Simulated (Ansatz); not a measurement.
A nudged elastic band was laid between two geometries of a periodic cell of 17 atoms, HC16 (host C, host structure diamond, interstitial H), cell charge +1.

The calculation used DFT PBEsol, scalar-relativistic, plane waves, PAW (Ansatz 0.2.0). Settings: PAW set soft_1, cutoff 420 eV, k mesh 3x3x3, gaussian smearing 0.02 eV, no spin polarisation.

```yaml
movable_images: 7
climbing_image: yes
spring: 5.0 eV/Å²
optimiser: lbfgs
start_path: straight line
force_threshold: 0.05 eV/Å
iteration_limit: 27
end_points: relaxed
```

First end point:

```xyz
17
Lattice="0.0000 3.5700 3.5700 3.5700 0.0000 3.5700 3.5700 3.5700 0.0000" Properties=species:S:1:pos:R:3
C 0.059 -0.072 0.059
C 0.893 0.902 0.853
C 1.792 1.779 -0.036
C 2.675 2.656 0.883
C 1.744 -0.011 1.728
C 2.622 0.955 2.602
C 3.576 1.779 1.761
C 4.457 2.671 2.656
C 0.001 1.759 1.763
C 0.936 2.624 2.663
C 1.793 3.551 1.776
C 2.682 4.444 2.658
C 1.788 1.749 3.577
C 2.680 2.659 4.433
C 3.569 3.554 3.550
C 4.459 4.430 4.453
H 3.120 3.436 6.114
```

Last end point:

```xyz
17
Lattice="0.0000 3.5700 3.5700 3.5700 0.0000 3.5700 3.5700 3.5700 0.0000" Properties=species:S:1:pos:R:3
C 0.042 0.053 -0.014
C 0.894 0.929 0.899
C 1.732 1.724 -0.071
C 2.733 2.747 0.950
C 1.786 0.019 1.755
C 2.678 0.920 2.656
C 3.570 1.776 1.747
C 4.421 2.690 2.621
C -0.004 1.818 1.776
C 0.900 2.697 2.669
C 1.782 3.591 1.777
C 2.683 4.470 2.654
C 1.788 1.803 3.551
C 2.676 2.694 4.442
C 3.564 3.577 3.549
C 4.469 4.469 4.427
H 2.222 2.822 7.000
```

Problem. What changes between the two ends?

Solution. Contacts lost: C1–H17, C6–H17. Contacts made: C3–H17, C4–H17. The atom that moves furthest is H17, by 1.40 Å; four of its nearest neighbours are C6 1.20, C1 1.20, C5 1.60, C10 1.61 Å at the first end and C3 1.20, C4 1.21, C8 1.60, C1 1.61 Å at the last.

Problem. Give the energies along the band, and the barrier.

Solution. The forces met the threshold. The highest image is number 5 of 0 to 8, 0.027 eV above the ends, which have the same energy within 2 meV. The profile has 3 maxima (images 2, 5, 7) with wells between them (images 4, 6): this band takes more than one step, which may be the mechanism or a detour left from its start path. By the program's own check the climbing image is of a kind that is not told: the force calls were inconclusive, a negative curvature could not be distinguished from the path's own, the only one lies far off the path, or fixed occupations may fill a level only in part (lowest curvatures found: -2.10 and 0.84 eV/Å²). Limits of this set-up: PAW files made for another functional, a small cell, in which the defect meets its images, charged cell in a uniform background, uncorrected.

| image | path coordinate (Å) | energy (eV) | C1–H17 (Å) | C6–H17 (Å) | C3–H17 (Å) |
| --- | --- | --- | --- | --- | --- |
| 0 | 0.00 | 0.000 | 1.20 | 1.20 | 2.34 |
| 1 | 0.21 | 0.010 | 1.22 | 1.18 | 2.17 |
| 2 | 0.43 | 0.019 | 1.22 | 1.17 | 2.03 |
| 3 | 0.65 | 0.006 | 1.22 | 1.18 | 1.93 |
| 4 | 0.88 | 0.001 | 1.20 | 1.22 | 1.89 |
| 5 | 1.12 | 0.027 | 1.19 | 1.37 | 1.78 |
| 6 | 1.41 | 0.000 | 1.20 | 1.61 | 1.60 |
| 7 | 1.70 | 0.027 | 1.37 | 1.79 | 1.36 |
| 8 | 1.99 | 0.000 | 1.61 | 1.89 | 1.20 |

Problem. What is the geometry of the highest image?

Solution. 
```xyz
17
Lattice="0.0000 3.5700 3.5700 3.5700 0.0000 3.5700 3.5700 3.5700 0.0000" Properties=species:S:1:pos:R:3:forces:R:3
C 0.081 -0.013 -0.037 0.00 -0.01 -0.01
C 0.882 0.891 0.872 0.00 0.01 0.00
C 1.774 1.747 -0.033 0.00 -0.01 0.00
C 2.660 2.618 0.909 0.00 0.01 0.00
C 1.775 -0.012 1.727 0.00 -0.01 0.00
C 2.663 0.929 2.598 0.00 0.00 0.00
C 3.602 1.763 1.741 0.00 -0.01 0.00
C 4.458 2.662 2.642 -0.01 0.01 0.00
C -0.012 1.777 1.756 0.00 -0.01 0.00
C 0.903 2.656 2.637 -0.01 0.01 0.00
C 1.791 3.555 1.761 0.00 -0.01 0.00
C 2.681 4.444 2.648 0.00 0.00 0.00
C 1.791 1.780 3.535 0.01 0.00 -0.01
C 2.681 2.668 4.424 0.00 0.01 0.00
C 3.572 3.554 3.534 0.00 -0.01 0.00
C 4.476 4.439 4.418 0.00 0.01 -0.01
H 2.495 3.364 6.922 0.00 0.00 0.03
```

Run time: 15 min on 1 thread of Arm Neoverse V2, with other jobs on the host, peak memory 0.5 GiB.
